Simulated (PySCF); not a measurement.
# CuH3: one geometry, several methods

How much do the numbers for CuH3 (singlet) hang on the method? All levels run at one geometry, the PBE0 minimum.

Program: PySCF 2.14.0. Level of theory: several methods, basis Cu def2-TZVP, H def2-TZVP, no relativity, density fitting. These are calculated values, not measurements.

## (1) The system as given

4 atoms, charge 0, spin multiplicity 1.

Bond lengths: Cu1–H2 1.728 Å, Cu1–H3 1.728 Å, Cu1–H4 1.504 Å, H2–H3 0.782 Å. Angles: H2–Cu1–H3 26.2°, H2–Cu1–H4 166.9°, H3–Cu1–H4 166.9°, Cu1–H2–H3 76.9°, Cu1–H3–H2 76.9°.

Coordinates in bohr (charge 0 multiplicity 1):
```
Cu   -0.0206   -0.0497    0.0000
H     1.8818    2.6046    0.0000
H     0.5162    3.1715    0.0000
H    -1.1100   -2.6738    0.0000
```

## (2) Fields at the lowest minimum

The plane holds Cu1 at (0.00, 0.00), H2 at (1.73, 0.00), H3 at (1.55, 0.76), H4 at (-1.46, -0.34) Å. Columns run from x = -3.45 to 4.05 Å, rows from y = 3.15 (top) to -2.25 Å, in steps of 0.3 Å.

Density (cut at 5 e/Å³):

Ten steps from '0' (0.000 e/Å³) to '9' (5.000 e/Å³), finer at the low end (step k begins (100^(k/10) - 1)/99 of the way up):
```
00000000000000000000000000
00000000000000000000000000
00000000000000000000000000
00000000000000000000000000
00000000000000000000000000
00000000000010111110000000
00000000111111223321000000
00000011123333345542100000
00000112235665457853100000
00001233458998557764200000
00001345569999656864200000
00012467679999645763100000
00012467668998534432100000
00001345545665322221000000
00001233333333211100000000
00000112222211100000000000
00000001111110000000000000
00000000000000000000000000
00000000000000000000000000
```

ELF (0 where the density is under 0.005 e/Å³):

Ten even steps from '0' (0.00) to '9' (1.00):
```
00000000000000000000000000
00000000000000000000000000
00000000000000000000000000
00000000000000000000000000
00000000110000014664000000
00000022111111148999600000
00000543221111269999940000
00058864311111289999970000
00089986311221189999980000
00899998314774159999994000
00999999416226129999994000
00999999716227119999994000
00999999923774117999980000
00999999921222114799950000
00899999841111111366400000
00099999852111110010000000
00008998742211100000000000
00000777532110000000000000
00000000321100000000000000
```

Highest occupied orbital at -6.67 eV (sign arbitrary; one member if degenerate):

Ten even steps from '0' (-1.45 Å^-3/2) to '9' (0.59 Å^-3/2):
```
77777777777777777777777777
77777777777777777777777777
77777777777777777777777777
77777777777777777777777777
77777777777777777777777777
77777777777777777777777777
77777777777777777777777777
77777777778877776667777777
77777777888887766666777777
77777788877876666666777777
77777888874613566666777777
77777899873074666667777777
77777899876787777777777777
77777888887888777777777777
77777788888887777777777777
77777777777777777777777777
77777777777777777777777777
77777777777777777777777777
77777777777777777777777777
```

Along Cu1–H2 (1.728 Å) the density is least, 0.48 e/Å³, about 1.04 Å from Cu1; ELF there is 0.18.

Values on the line from Cu1 (at 0) through H2 (at 1.728 Å):

```csv
distance (Å),density (e/Å³),ELF,electrostatic potential (V)
-0.60,3.33,0.418,38.7
-0.43,14.1,0.732,106
-0.26,45.6,0.515,397
-0.09,804,0.789,2.71e+03
0.17,96.1,0.231,894
0.35,28.1,0.763,198
0.52,6.91,0.626,63.7
0.69,1.66,0.253,28.3
0.86,0.627,0.0978,15.8
1.04,0.48,0.181,11.3
1.21,0.632,0.778,11.9
1.38,1,0.988,20.7
1.56,1.68,0.999,58.2
1.81,2.04,1,140
1.99,0.979,1,31.9
2.16,0.455,0.999,13.1
2.33,0.212,0.998,6.69
2.51,0.0978,0.995,3.99
2.68,0.0461,0.985,2.72
```

Making the fields took 0.6 s on 2 threads of Arm Neoverse V2, shared host.

## (3) PBE0

One driver script runs all steps and calls PySCF; scf.py shows the equivalent input of each level. Each SCF starts from the density of the minimum. The driver also runs the species with one electron less or more at the same geometry; their logs are not shown.

Contents of scf.py:

```python
from pyscf import gto, scf, dft
mol = gto.M(atom='''
Cu    -0.010915    -0.026291     0.000000
H      0.995783     1.378298    -0.000000
H      0.273156     1.678295    -0.000000
H     -0.587409    -1.414939     0.000000''',
    basis={'Cu': 'def2-TZVP', 'H': 'def2-TZVP'},
    charge=0, spin=0)
mf = dft.RKS(mol, xc='PBE0')
mf.grids.atom_grid = (75, 302)
aux = {'Cu': 'def2-universal-JKFIT', 'H': 'def2-universal-JKFIT'}
mf = mf.density_fit(auxbasis=aux)
mf.conv_tol = 1e-08
mf.diis_space = 10
mf.max_cycle = 60
mf.verbose = 4
mf.kernel()
```

The run is started by

```bash
> OMP_NUM_THREADS=2 python axn.py task.json out
```

The log of the run:

```text
init E= -1642.02403420701
  HOMO = -0.244995696951479  LUMO = -0.0205540070956278  gap/eV = 6.10737
cycle= 1 E= -1642.024034207  delta_E= 1.71e-11  |g|= 7.4e-06  |ddm|= 2.91e-06
  HOMO = -0.244996597370684  LUMO = -0.0205542879545968  gap/eV = 6.10739
Extra cycle  E= -1642.02403420696  delta_E= 3.82e-11  |g|= 2.31e-05  |ddm|= 8.81e-06
converged SCF energy = -1642.02403420696
```

This level, with the species of one electron less or more, took 0.7 s.

| Property | Result |
| --- | --- |
| energy | -1642.024034 Eh |
| one electron less (charge +1) | -1641.687448 Eh (doublet, ⟨S²⟩ 0.75) |
| Mulliken charge of Cu1 | -0.30 e |

## (4) HF

scf.py: that of step 3 with these lines changed.

```diff
@@ -9,2 +9 @@
-mf = dft.RKS(mol, xc='PBE0')
-mf.grids.atom_grid = (75, 302)
+mf = scf.RHF(mol)
```

The log of the run, cut to the lines that bear on the results:

```text
[... the frontier levels of the middle cycles are left out ...]
init E= -1640.58051383437
  HOMO = -0.352100228112261  LUMO = 0.088914052426114  gap/eV = 12.00061
cycle= 1 E= -1640.59698762495  delta_E= -0.0165  |g|= 0.291  |ddm|= 0.327
  HOMO = -0.319100662567472  LUMO = 0.0929349846812497  gap/eV = 11.21206
cycle= 2 E= -1640.59087352279  delta_E= 0.00611  |g|= 0.417  |ddm|= 0.25
  HOMO = -0.33252063545911  LUMO = 0.0897763891315583  gap/eV = 11.49129
cycle= 3 E= -1640.60393457522  delta_E= -0.0131  |g|= 0.0287  |ddm|= 0.105
cycle= 4 E= -1640.60412106302  delta_E= -0.000186  |g|= 0.00639  |ddm|= 0.0508
cycle= 5 E= -1640.60413551591  delta_E= -1.45e-05  |g|= 0.00152  |ddm|= 0.0121
cycle= 6 E= -1640.60413773041  delta_E= -2.21e-06  |g|= 0.000483  |ddm|= 0.00453
cycle= 7 E= -1640.60413795452  delta_E= -2.24e-07  |g|= 0.000148  |ddm|= 0.00158
cycle= 8 E= -1640.60413796734  delta_E= -1.28e-08  |g|= 2.81e-05  |ddm|= 0.000404
cycle= 9 E= -1640.6041379681  delta_E= -7.59e-10  |g|= 8e-06  |ddm|= 5.55e-05
  HOMO = -0.331587662024442  LUMO = 0.0882640000684437  gap/eV = 11.42475
Extra cycle  E= -1640.60413796815  delta_E= -5.59e-11  |g|= 5.11e-06  |ddm|= 1.27e-05
converged SCF energy = -1640.60413796815
```

This level, with the species of one electron less or more, took under 0.5 s.

| Quantity | Value |
| --- | --- |
| energy | -1640.604138 Eh |
| one electron less (charge +1) | -1640.313874 Eh (doublet, ⟨S²⟩ 0.76) |
| Mulliken charge of Cu1 | +0.01 e |

## (5) PBE

scf.py: that of step 4 with these lines changed.

```diff
@@ -9 +9,2 @@
-mf = scf.RHF(mol)
+mf = dft.RKS(mol, xc='PBE')
+mf.grids.atom_grid = (75, 302)
```

The log of the run, cut to the lines that bear on the results:

```text
[... the frontier levels of the middle cycles are left out ...]
init E= -1642.02716475411
  HOMO = -0.183979870836207  LUMO = -0.0497527609541688  gap/eV = 3.65251
cycle= 1 E= -1642.00762620434  delta_E= 0.0195  |g|= 0.491  |ddm|= 0.369
  HOMO = -0.260165581124518  LUMO = -0.067012630027623  gap/eV = 5.25596
cycle= 2 E= -1641.75909879079  delta_E= 0.249  |g|= 1.79  |ddm|= 0.766
  HOMO = -0.216213659933961  LUMO = -0.0547228785216669  gap/eV = 4.39439
cycle= 3 E= -1642.02834669244  delta_E= -0.269  |g|= 0.138  |ddm|= 0.502
cycle= 4 E= -1642.03063509123  delta_E= -0.00229  |g|= 0.0307  |ddm|= 0.107
cycle= 5 E= -1642.03076028558  delta_E= -0.000125  |g|= 0.0114  |ddm|= 0.0241
cycle= 6 E= -1642.03077485514  delta_E= -1.46e-05  |g|= 0.000669  |ddm|= 0.00777
cycle= 7 E= -1642.03077492394  delta_E= -6.88e-08  |g|= 9.66e-05  |ddm|= 0.000736
cycle= 8 E= -1642.03077492478  delta_E= -8.45e-10  |g|= 1.48e-05  |ddm|= 3.73e-05
  HOMO = -0.205229652034351  LUMO = -0.0532365600706344  gap/eV = 4.13594
Extra cycle  E= -1642.03077492437  delta_E= 4.12e-10  |g|= 7.06e-05  |ddm|= 3.3e-05
converged SCF energy = -1642.03077492437
```

This level, with the species of one electron less or more, took 2.3 s.

```
energy                        : -1642.030775 Eh
one electron less (charge +1) : -1641.686525 Eh (doublet, ⟨S²⟩ 0.75)
Mulliken charge of Cu1        : -0.39 e
```

## (6) B3LYP

scf.py: that of step 5 with these lines changed.

```diff
@@ -9 +9 @@
-mf = dft.RKS(mol, xc='PBE')
+mf = dft.RKS(mol, xc='B3LYP')
```

The log of the run, cut to the lines that bear on the results:

```text
[... the frontier levels of the middle cycles are left out ...]
init E= -1642.33631925206
  HOMO = -0.2364257591557  LUMO = -0.0314141530917853  gap/eV = 5.57865
cycle= 1 E= -1642.3361031774  delta_E= 0.000216  |g|= 0.0894  |ddm|= 0.0763
  HOMO = -0.250896549968124  LUMO = -0.0347607720873935  gap/eV = 5.88135
cycle= 2 E= -1642.32917065689  delta_E= 0.00693  |g|= 0.306  |ddm|= 0.127
  HOMO = -0.242273507960999  LUMO = -0.0324674051801663  gap/eV = 5.70911
cycle= 3 E= -1642.33682933626  delta_E= -0.00766  |g|= 0.0122  |ddm|= 0.0861
cycle= 4 E= -1642.33684642942  delta_E= -1.71e-05  |g|= 0.000656  |ddm|= 0.00675
cycle= 5 E= -1642.33684647925  delta_E= -4.98e-08  |g|= 0.000308  |ddm|= 0.000505
cycle= 6 E= -1642.3368464908  delta_E= -1.16e-08  |g|= 1.59e-05  |ddm|= 0.000262
cycle= 7 E= -1642.33684649091  delta_E= -1.13e-10  |g|= 3.2e-06  |ddm|= 3.3e-05
  HOMO = -0.241186729405862  LUMO = -0.0322903619064041  gap/eV = 5.68436
Extra cycle  E= -1642.33684649091  delta_E= 2.5e-12  |g|= 2.6e-06  |ddm|= 1.05e-05
converged SCF energy = -1642.33684649091
```

This level, with the species of one electron less or more, took 1.7 s on 2 threads of Arm Neoverse V2, shared host.

| Item | Value |
| --- | --- |
| energy | -1642.336846 Eh |
| one electron less (charge +1) | -1641.992545 Eh (doublet, ⟨S²⟩ 0.75) |
| Mulliken charge of Cu1 | -0.29 e |

## (7) r2SCAN

scf.py: that of step 6 with these lines changed.

```diff
@@ -9,2 +9,2 @@
-mf = dft.RKS(mol, xc='B3LYP')
-mf.grids.atom_grid = (75, 302)
+mf = dft.RKS(mol, xc='R2SCAN')
+mf.grids.atom_grid = (90, 434)
```

The log of the run, cut to the lines that bear on the results:

```text
[... the frontier levels of the middle cycles are left out ...]
init E= -1642.26174352009
  HOMO = -0.198809241828214  LUMO = -0.0402839052261026  gap/eV = 4.31369
cycle= 1 E= -1642.26056207003  delta_E= 0.00118  |g|= 0.16  |ddm|= 0.145
  HOMO = -0.231975576207779  LUMO = -0.0472447442931099  gap/eV = 5.02678
cycle= 2 E= -1642.22851420565  delta_E= 0.032  |g|= 0.632  |ddm|= 0.268
  HOMO = -0.210554473639844  LUMO = -0.0420312016244511  gap/eV = 4.58575
cycle= 3 E= -1642.26295701583  delta_E= -0.0344  |g|= 0.0342  |ddm|= 0.186
cycle= 4 E= -1642.26310123143  delta_E= -0.000144  |g|= 0.00225  |ddm|= 0.021
cycle= 5 E= -1642.26310235405  delta_E= -1.12e-06  |g|= 0.00149  |ddm|= 0.00343
cycle= 6 E= -1642.2631026011  delta_E= -2.47e-07  |g|= 8.97e-05  |ddm|= 0.00086
cycle= 7 E= -1642.26310260213  delta_E= -1.03e-09  |g|= 3.26e-06  |ddm|= 8.6e-05
  HOMO = -0.207502005824614  LUMO = -0.0415054220181172  gap/eV = 4.51700
Extra cycle  E= -1642.26310260213  delta_E= 1.14e-12  |g|= 8.1e-06  |ddm|= 5.7e-06
converged SCF energy = -1642.26310260213
```

This level, with the species of one electron less or more, took 5.5 s.

- energy: -1642.263103 Eh
- one electron less (charge +1): -1641.923798 Eh (doublet, ⟨S²⟩ 0.75)
- Mulliken charge of Cu1: -0.31 e

## (8) TPSSh

scf.py: that of step 7 with these lines changed.

```diff
@@ -9 +9 @@
-mf = dft.RKS(mol, xc='R2SCAN')
+mf = dft.RKS(mol, xc='TPSSH')
```

The log of the run:

```text
init E= -1642.2884034598
  HOMO = -0.210248732999104  LUMO = -0.031908675996263  gap/eV = 4.85288
cycle= 1 E= -1642.28408676164  delta_E= 0.00432  |g|= 0.245  |ddm|= 0.167
  HOMO = -0.248017781517937  LUMO = -0.0412554172448916  gap/eV = 5.62629
cycle= 2 E= -1642.22810473167  delta_E= 0.056  |g|= 0.859  |ddm|= 0.359
  HOMO = -0.22329175804023  LUMO = -0.03407787170622  gap/eV = 5.14877
cycle= 3 E= -1642.28938307475  delta_E= -0.0613  |g|= 0.0324  |ddm|= 0.249
  HOMO = -0.220190398463283  LUMO = -0.0331339398545065  gap/eV = 5.09007
cycle= 4 E= -1642.28950448116  delta_E= -0.000121  |g|= 0.00673  |ddm|= 0.0226
  HOMO = -0.22065188410169  LUMO = -0.0332545707554921  gap/eV = 5.09934
cycle= 5 E= -1642.28950903882  delta_E= -4.56e-06  |g|= 0.00015  |ddm|= 0.00333
  HOMO = -0.220646552421966  LUMO = -0.0332587924888639  gap/eV = 5.09908
cycle= 6 E= -1642.28950904111  delta_E= -2.29e-09  |g|= 2.32e-05  |ddm|= 0.00013
  HOMO = -0.220646719551034  LUMO = -0.0332543558672578  gap/eV = 5.09921
Extra cycle  E= -1642.28950904116  delta_E= -5.16e-11  |g|= 2e-05  |ddm|= 6.88e-05
converged SCF energy = -1642.28950904116
```

This level, with the species of one electron less or more, took 5.2 s.

```
energy                        : -1642.289509 Eh
one electron less (charge +1) : -1641.953112 Eh (doublet, ⟨S²⟩ 0.75)
Mulliken charge of Cu1        : -0.34 e
```

## (9) CAM-B3LYP

scf.py: that of step 8 with these lines changed.

```diff
@@ -9,2 +9,2 @@
-mf = dft.RKS(mol, xc='TPSSH')
-mf.grids.atom_grid = (90, 434)
+mf = dft.RKS(mol, xc='CAMB3LYP')
+mf.grids.atom_grid = (75, 302)
```

The log of the run:

```text
init E= -1642.37892134058
  HOMO = -0.294729631158308  LUMO = 0.0157637988711166  gap/eV = 8.44896
cycle= 1 E= -1642.37909150898  delta_E= -0.00017  |g|= 0.0559  |ddm|= 0.0759
  HOMO = -0.302323446989348  LUMO = 0.01230206211675  gap/eV = 8.56140
cycle= 2 E= -1642.37756835687  delta_E= 0.00152  |g|= 0.153  |ddm|= 0.0569
  HOMO = -0.297876957988816  LUMO = 0.0136186109008705  gap/eV = 8.47623
cycle= 3 E= -1642.37935710167  delta_E= -0.00179  |g|= 0.00436  |ddm|= 0.0383
  HOMO = -0.29766852544575  LUMO = 0.0138261639636301  gap/eV = 8.47620
cycle= 4 E= -1642.37935920939  delta_E= -2.11e-06  |g|= 0.000559  |ddm|= 0.00257
  HOMO = -0.297671226295462  LUMO = 0.0137932347541483  gap/eV = 8.47538
cycle= 5 E= -1642.37935929083  delta_E= -8.14e-08  |g|= 0.000179  |ddm|= 0.000781
  HOMO = -0.29769181602844  LUMO = 0.0137909350692524  gap/eV = 8.47588
cycle= 6 E= -1642.37935929717  delta_E= -6.34e-09  |g|= 3.06e-05  |ddm|= 0.000216
  HOMO = -0.297685156675816  LUMO = 0.0137939417128852  gap/eV = 8.47578
Extra cycle  E= -1642.37935929705  delta_E= 1.23e-10  |g|= 8.47e-05  |ddm|= 5.7e-05
converged SCF energy = -1642.37935929705
```

This level, with the species of one electron less or more, took 2 s.

| Item | Value |
| --- | --- |
| energy | -1642.379359 Eh |
| one electron less (charge +1) | -1642.036447 Eh (doublet, ⟨S²⟩ 0.75) |
| Mulliken charge of Cu1 | -0.27 e |

## (10) BHandHLYP

scf.py: that of step 9 with these lines changed.

```diff
@@ -9 +9 @@
-mf = dft.RKS(mol, xc='CAMB3LYP')
+mf = dft.RKS(mol, xc='BHANDHLYP')
```

The log of the run, cut to the lines that bear on the results:

```text
[... the frontier levels of the middle cycles are left out ...]
init E= -1642.20071003368
  HOMO = -0.291273332432541  LUMO = 0.00789646281613088  gap/eV = 8.14082
cycle= 1 E= -1642.20101165868  delta_E= -0.000302  |g|= 0.175  |ddm|= 0.159
  HOMO = -0.267034667532074  LUMO = 0.0122719805010671  gap/eV = 7.60032
cycle= 2 E= -1642.1888687802  delta_E= 0.0121  |g|= 0.433  |ddm|= 0.181
  HOMO = -0.281043517851454  LUMO = 0.00866246246888025  gap/eV = 7.88330
cycle= 3 E= -1642.2034858608  delta_E= -0.0146  |g|= 0.00309  |ddm|= 0.116
cycle= 4 E= -1642.2034884211  delta_E= -2.56e-06  |g|= 0.00295  |ddm|= 0.00665
cycle= 5 E= -1642.20348927148  delta_E= -8.5e-07  |g|= 0.000757  |ddm|= 0.00219
cycle= 6 E= -1642.20348933979  delta_E= -6.83e-08  |g|= 9.3e-05  |ddm|= 0.000702
cycle= 7 E= -1642.20348934272  delta_E= -2.93e-09  |g|= 6.82e-06  |ddm|= 0.000176
  HOMO = -0.281736315513557  LUMO = 0.0083773728976535  gap/eV = 7.89440
Extra cycle  E= -1642.20348934275  delta_E= -3.8e-11  |g|= 3.52e-06  |ddm|= 1.37e-05
converged SCF energy = -1642.20348934275
```

This level, with the species of one electron less or more, took 1.9 s on 2 threads of Arm Neoverse V2, shared host.

* energy: -1642.203489 Eh
* one electron less (charge +1): -1641.872263 Eh (doublet, ⟨S²⟩ 0.76)
* Mulliken charge of Cu1: -0.18 e

## (11) All levels side by side

| level | atomisation energy (kJ/mol) | vertical ionisation energy (eV) | −ε(HOMO) (eV) | gap (eV) | dipole (D) | wall time |
| --- | --- | --- | --- | --- | --- | --- |
| PBE0 | 726 | 9.16 | 6.67 | 6.11 | 3.81 | 0.7 s |
| HF | 477 | 7.90 | 9.02 | 11.42 | 4.82 | under 0.5 s |
| PBE | 754 | 9.37 | 5.58 | 4.14 | 3.40 | 2.3 s |
| B3LYP | 756 | 9.37 | 6.56 | 5.68 | 3.70 | 1.7 s |
| r2SCAN | 775 | 9.23 | 5.65 | 4.52 | 3.60 | 5.5 s |
| TPSSh | 786 | 9.15 | 6.00 | 5.10 | 3.71 | 5.2 s |
| CAM-B3LYP | 763 | 9.33 | 8.10 | 8.48 | 3.88 | 2 s |
| BHandHLYP | 721 | 9.01 | 7.67 | 7.89 | 4.15 | 1.9 s |

Times are for 2 threads of Arm Neoverse V2, shared host; PBE0 starts from its own converged density, so its time is not comparable. A dash stands where a species or a free atom was not run at that level, or the quantity is not defined.

Atomisation goes to high-spin atoms in their ground configurations, run at the same level, without zero-point energy.

## (12) Results

```
                         quantity                           value
        atomisation energy, range  477 (HF) to 786 (TPSSh) kJ/mol
vertical ionisation energy, range    7.90 (HF) to 9.37 (B3LYP) eV
               orbital gap, range     4.14 (PBE) to 11.42 (HF) eV
```

In words: The atomisation energy spreads over 309 kJ/mol, from HF to TPSSh; without a CCSD(T) value for it there is no yardstick here. The stability of the closed-shell solution was not tested.
